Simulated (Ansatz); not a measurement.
# LiY3 (I4/mmm) in Ansatz: band structure with PBEsol

Aim: the band structure of LiY3 with PBEsol.

Everything below comes from runs of Ansatz 0.2.0. Logs are shortened: lines on timing, memory, paths and dates and some standing lists are left out, and cuts for length are marked.

## 1. Starting point

Symmetry: I4/mmm, No. 139, tetragonal system. The conventional cell has a = 4.734 Å, b = 4.734 Å, c = 10.653 Å, α = 90.00°, β = 90.00°, γ = 90.00°. Around Y (site symmetry 4/mmm) lie 4 Li at 3.35 Å and 8 Y at 3.56 Å. Around Y (site symmetry -4m2) lie 8 Y at 3.35 to 3.56 Å and 4 Li at 3.56 Å. Li (site symmetry 4/mmm) has 12 Y at 3.35 to 3.56 Å as nearest neighbours.

The cell comes from a database or a generator and needn't be the stable form of this composition.

## 2. Band structure, PBEsol

Contents of input.yaml:

```yaml
crystal:
  lattice:
    - [-2.36719, 2.36719, 5.326643]
    - [2.36719, -2.36719, 5.326643]
    - [2.36719, 2.36719, -5.326643]
  atoms:
    - { symbol: "Y", position: [0.5, 0.5, 0.0] }
    - { symbol: "Y", position: [0.25, 0.75, 0.5] }
    - { symbol: "Y", position: [0.75, 0.25, 0.5] }
    - { symbol: Li, position: [0.0, 0.0, 0.0] }
hamiltonian:
  xc: pbesol
  pseudopotentials: { kind: paw }
kpoints:
  mp_grid: { grid: [6, 6, 6] }
  band_path:
    path:
      - [[0.0, 0.0, 0.0], [0.0, 0.0, 0.5], [-0.0987481705, 0.0987481705, 0.5], [-0.2993740852, 0.2993740852, 0.2993740852], [0.0, 0.0, 0.0], [0.5, 0.5, -0.5], [0.2993740852, 0.7006259148, -0.2993740852], [0.0, 0.5, 0.0], [0.25, 0.25, 0.25], [0.5, 0.5, -0.0987481705], [0.5, 0.5, -0.5]]
      - [[0.0, 0.0, 0.5], [0.25, 0.25, 0.25]]
    npoints: 14
scf:
  occupations: { method: fermi_dirac, width: 0.05 }
  n_extra_bands: 10
output:
  forces: true
  stress: true
  eigenvalues: true
  fatbands: false
  write_density: true
  write_potential: true
  elf: true
  volumetric_format: npy
```

Potentials or basis: Ansatz PAW.

The run is started by

```
$ ansatz run input.yaml --threads 2 --pin off --max-ram 5632MiB --backend cpu --events-out ev --progress --plain --runs-dir out
```

Standard output:

```text
Warning: RAYON_NUM_THREADS=2 ignored (pool sized by the plan → 2); use --threads N
scf.n_extra_bands = 10 over 18 filled bands (N_el = 36.0): the run solves 28 bands
Engine: ansatz 0.2.0, aarch64-unknown-linux-gnu
Pseudopotentials: kind: paw
Pseudopotential: Y, paw, valence charge 11, recommended cutoff 420 eV (normal), Y.paw.azcp
Pseudopotential: Li, paw, valence charge 3, recommended cutoff 420 eV (normal), Li.paw.azcp
Functional definition: PBEsol
  exchange = pbesol_x
  correlation = pbesol_c
Crystal: 4 atoms, lattice volume = 119.393 Å³
Basis set: ecut = 420 eV, 2337 PW (Γ), exchange–correlation on 90×90×90 points (8 copies of the dense FFT grid, shifted against one another)
Bands: 28, of which v1, the nominal top of the filled ones, is band 18 counted from 1 (17 counted from 0)
Symmetry: 16 space group operations
Space group: I4/mmm (ITA 139), of the structure as read, at distance tolerance 4.9e-5 Å
k-points: 30 of 216
Non-local potential: Y, projectors of the file, l = 0: 3, l = 1: 2, l = 2: 2, l = 3: 1
Non-local potential: Li, projectors of the file, l = 0: 3, l = 1: 2, l = 2: 1
PAW form: soft (Blöchl's): semilocal exchange-correlation on the pseudo side does not see the compensation charge
PAW frozen core: Y, regenerated for the run's functional, and the local potential with it (the file was generated under x = pbe(κ = 0.804, μ = 0.2195149727645171), c = pbe(β = 0.06672455060314922))
PAW one-centre angular grid: Y, 590 points (default); XC on 64 Gauss nodes
PAW one-centre angular grid: Li, 110 points (default); XC on 64 Gauss nodes
Initial density: superposition of atomic densities (neutral atoms: chi_scale 0, normalization atom), corrected by the library's trained network
Initial wavefunctions: pseudopotential atomic-orbital guess
Functional: x = pbesol(κ = 0.804, μ = 0.12345679012345678), c = pbesol(β = 0.046)
SCF iter   1: F=—  HF=-11587.426056 eV  |F-HF|=—  |Δ(HF+E_count)|=         —  Δρ=3.92e-3  dr2=5.97e-2  ethr=1.77e-3  ⟨swp⟩=5.2  Hψ=3601  notcnv=0  defer=21
preconditioner: auto → Kerker (q_TF=auto, 2.234 Å⁻¹)  [metal: Δε(μ)=0.009 eV  Ē_g=3.170 eV  σ=0.050 eV  W_gap=0.05  n_scr=30 (ndim 8)  ℏωp=10.7 eV  f_vac=0.000  D(μ)=7.15/eV (n_scr^D=76)]
SCF iter   2: F=—  HF=-11587.416342 eV  |F-HF|=—  |Δ(HF+E_count)|=   9.71e-3  Δρ=2.34e-3  dr2=2.08e-2  ethr=1.66e-4  ⟨swp⟩=1.0  Hψ=1080  notcnv=0  defer=33
SCF iter   3: F=—  HF=-11587.411540 eV  |F-HF|=—  |Δ(HF+E_count)|=   4.80e-3  Δρ=5.01e-4  dr2=7.90e-4  ethr=5.78e-5  ⟨swp⟩=2.0  Hψ=937  notcnv=0  defer=33
SCF iter   4: F=—  HF=-11587.411321 eV  |F-HF|=—  |Δ(HF+E_count)|=   2.20e-4  Δρ=1.73e-4  dr2=6.74e-5  ethr=2.20e-6  ⟨swp⟩=2.0  Hψ=922  notcnv=0  defer=33
SCF iter   5: F=—  HF=-11587.411289 eV  |F-HF|=—  |Δ(HF+E_count)|=   3.18e-5  Δρ=4.80e-5  dr2=4.36e-6  ethr=1.87e-7  ⟨swp⟩=2.1  Hψ=1277  notcnv=0  defer=34
SCF iter   6: F=—  HF=-11587.411288 eV  |F-HF|=—  |Δ(HF+E_count)|=   9.52e-7  Δρ=9.24e-6  dr2=1.23e-7  ethr=1.21e-8  ⟨swp⟩=2.0  Hψ=1032  notcnv=0  defer=34
SCF iter   7: F=-11587.411288 eV  HF=-11587.411288 eV  |F-HF|=2.08e-9  |Δ(HF+E_count)|=   4.96e-9  Δρ=2.28e-6  dr2=8.27e-9  ethr=2.78e-10  ⟨swp⟩=11.8  Hψ=4527  notcnv=0
SCF 1 converged in 7 iterations: F = -11587.411288 eV  dr2 = 8.27e-9
NSCF: frozen V_eff on 156 k-points
SCF converged after 7 iterations
Free energy (F): -11587.411288 eV
Harris-Foulkes:  -11587.411288 eV  (|F-HF|=2.08e-9)
Internal energy: -11587.352529 eV  (E = F + TS)
E sigma→0 (E₀):  -11587.381908 eV
Entropy (-TS):   -0.058759 eV (-14.690 meV/atom)
Fermi energy:    7.745759 eV
--- Per-component energies (eV) ---
  E_band       = -487.172632
  E_kinetic    = 934.219568
  E_local      = -2140.537947  (includes V_loc(G=0)·N_el)
  E_nonlocal   = 122.743675
  E_hartree    = 688.466735
  E_xc         = -523.114011
  E_vxc        = -604.790415  (∫ρ·V_xc dr)
  E_paw        = -8340.039362  (= ΣΔE_a)
  E_vpaw       = -175.741212  (= ΣTr[D̂ρ^β])
  E_aug_tail   = 0.000021  (compensation charges beyond the density's cutoff)
  E_ewald      = -2329.537527
  E_core_change = 0.446318  (= ΣΔE_core)
  E_smearing   = -0.058759  (= −TS)
  E_closure    = -0.000000  (closes the sum)
  Σ components = -11587.411288   (vs F -11587.411288, Δ=0.00e0)
--- Forces (eV/Å), atoms counted from 1 ---
  atom   1  Y      0.00000000     0.00000000    -0.00000000
  atom   2  Y      0.00000000     0.00000000     0.00000000
  atom   3  Y      0.00000000    -0.00000000     0.00000000
  atom   4  Li    -0.00000000     0.00000000     0.00000000
  max |Σ_I F_I| component: 8.67e-19 eV/Å
--- Stress (GPa, compression-positive) ---
       -1.362690       0.000000       0.000000
        0.000000      -1.362690      -0.000000
        0.000000      -0.000000      -1.708904
  P = ⅓ Tr σ = -1.4781 GPa (-14.781 kbar)
--- Band table (eV; the first three rows and the last of 30) ---
  k-point 0: bands = ["-37.3913", "-34.9927", "-34.8546", "-34.7635", "-15.1513", "-15.1045", "-15.1045", "-15.0263", "-15.0263", "-14.7659", "-14.6907", "-14.6073", "-14.6073", "3.2950", "6.3836", "6.5539", "7.4736", "7.9527", "7.9527", "8.2630", "8.8917", "8.9157", "8.9157", "10.4550", "10.5329", "10.5573", "11.6823", "11.6823"]
  k-point 1: bands = ["-37.3913", "-34.9900", "-34.8446", "-34.7758", "-15.1893", "-15.0564", "-15.0538", "-15.0310", "-14.9747", "-14.7550", "-14.7533", "-14.7038", "-14.5967", "3.7626", "6.7490", "6.9309", "7.2754", "7.7917", "7.8768", "8.2105", "8.4186", "8.8139", "8.9363", "10.3925", "10.7061", "10.8440", "11.2886", "11.7980"]
  k-point 2: bands = ["-37.3913", "-34.9855", "-34.8236", "-34.8004", "-15.2464", "-15.1041", "-15.0677", "-15.0065", "-14.9571", "-14.7517", "-14.7366", "-14.7057", "-14.5763", "4.9721", "6.4528", "7.0131", "7.6081", "7.7028", "7.7961", "7.9895", "8.0233", "8.7284", "9.5294", "9.7937", "10.4801", "11.0613", "11.0797", "11.4117"]
  k-point 29: bands = ["-37.3913", "-34.9844", "-34.8632", "-34.7635", "-15.1760", "-15.1760", "-14.9564", "-14.9434", "-14.9434", "-14.8980", "-14.7622", "-14.6169", "-14.6169", "4.5112", "5.1733", "6.0583", "7.2416", "7.4888", "7.4888", "7.6786", "8.9396", "10.0175", "10.1068", "10.1068", "10.5236", "11.2784", "11.2784", "12.3527"]
```

rho_z.tsv:

```text
# z_ang	rho[e/angstrom^3]
# format = ansatz-planar-average/11
# lattice	-2.367190000	2.367190000	5.326643000
# lattice	2.367190000	-2.367190000	5.326643000
# lattice	2.367190000	2.367190000	-5.326643000
# sites	4
# site	39	0.000000000	0.000000000	5.326643000
# site	39	2.367190000	0.000000000	2.663321500
# site	39	0.000000000	2.367190000	2.663321500
# site	3	0.000000000	0.000000000	0.000000000
0.000000	3.694602e-1
0.139806	3.636046e-1
0.279613	3.470017e-1
0.419419	3.222696e-1
0.559226	2.929914e-1
0.699032	2.628845e-1
[... 37 lines left out ...]
6.011675	3.470017e-1
6.151481	3.636046e-1
```

Wall time 7.5 s (2 threads of Arm Neoverse V1, shared host); peak memory 0.55 GiB.

What came out:

```yaml
Free_energy: -11587.4113 eV
Pressure: -1.5 GPa
Band_gap_on_the_k_mesh: none (metal or under the smearing width)
```

Levels at the corners of the path, in eV from the Fermi level:
```
point  band 16  band 17  band 18  band 19  band 20  band 21
    Γ    -1.19    -0.27     0.21     0.21     0.52     1.15
    X    -1.32    -0.85    -0.24     0.43     0.54     0.79
    Y    -1.36    -0.87    -0.16     0.27     0.66     0.76
    S    -1.60    -0.53    -0.06     0.18     0.49     1.12
    Γ    -1.19    -0.27     0.21     0.21     0.52     1.15
    Z    -1.69    -0.50    -0.26    -0.26    -0.07     1.19
   S1    -1.60    -0.53    -0.06     0.18     0.49     1.12
    N    -0.93    -0.35    -0.15     0.19     0.48     1.33
    P    -1.39    -1.28     0.19     0.42     0.42     0.55
   Y1    -1.36    -0.87    -0.16     0.27     0.66     0.76
    Z    -1.69    -0.50    -0.26    -0.26    -0.07     1.19
    X    -1.32    -0.85    -0.24     0.43     0.54     0.79
    P    -1.39    -1.28     0.19     0.42     0.42     0.55
```

Caveat: the PAW data sets come from PBE, with cores solved anew for the run's functional, which leaves a small shift of forces and pressure.
